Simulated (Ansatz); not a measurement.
# Ba: the cost of one run

Method: DFT r²SCAN, frozen-core PAW, scalar-relativistic unless said, in Ansatz 0.2.0.

## 1. Starting point

Symmetry: Fm-3m, No. 225, cubic system. The conventional cell has a = 6.465 Å, b = 6.465 Å, c = 6.465 Å, α = 90.00°, β = 90.00°, γ = 90.00°.

Structure file:

```cif
data_structure
_symmetry_space_group_name_H-M 'Fm-3m'
_symmetry_Int_Tables_number 225
_cell_length_a 6.4653
_cell_length_b 6.4653
_cell_length_c 6.4653
_cell_angle_alpha 90.000
_cell_angle_beta 90.000
_cell_angle_gamma 90.000
_cell_volume 270.25
loop_
_atom_site_label
_atom_site_type_symbol
_atom_site_symmetry_multiplicity
_atom_site_Wyckoff_symbol
_atom_site_fract_x
_atom_site_fract_y
_atom_site_fract_z
_atom_site_occupancy
Ba1 Ba 4 a 0.00000 0.00000 0.00000 1
```

Cartesian axes are those of the input's lattice vectors. The structure goes back to a database entry.

## 2. Cell and atoms relaxed, PAW

The input, input.yaml:

```yaml
crystal:
  lattice:
    - [0.0, 3.2326650028, 3.2326650028]
    - [3.2326650028, 0.0, 3.2326650028]
    - [3.2326650028, 3.2326650028, 0.0]
  atoms:
    - { symbol: Ba, position: [0.0, 0.0, 0.0] }
kpoints:
  mp_grid: { grid: [16, 16, 16] }
scf:
  occupations: { method: fermi_dirac, width: 0.1 }
hamiltonian:
  xc: r2scan
  pseudopotentials: { kind: paw }
relax:
  f_tol: 0.002
  max_steps: 80
  cell: {}
output:
  forces: true
  stress: true
```

Run with:

```bash
ansatz run input.yaml --threads 1 --pin off --max-ram 3072MiB --backend cpu --events-out ev --progress --plain --runs-dir out
```

What time and memory should one allow on 1 thread of Arm Neoverse V2, shared host?

About 25 s, with a peak of 0.63 GiB.
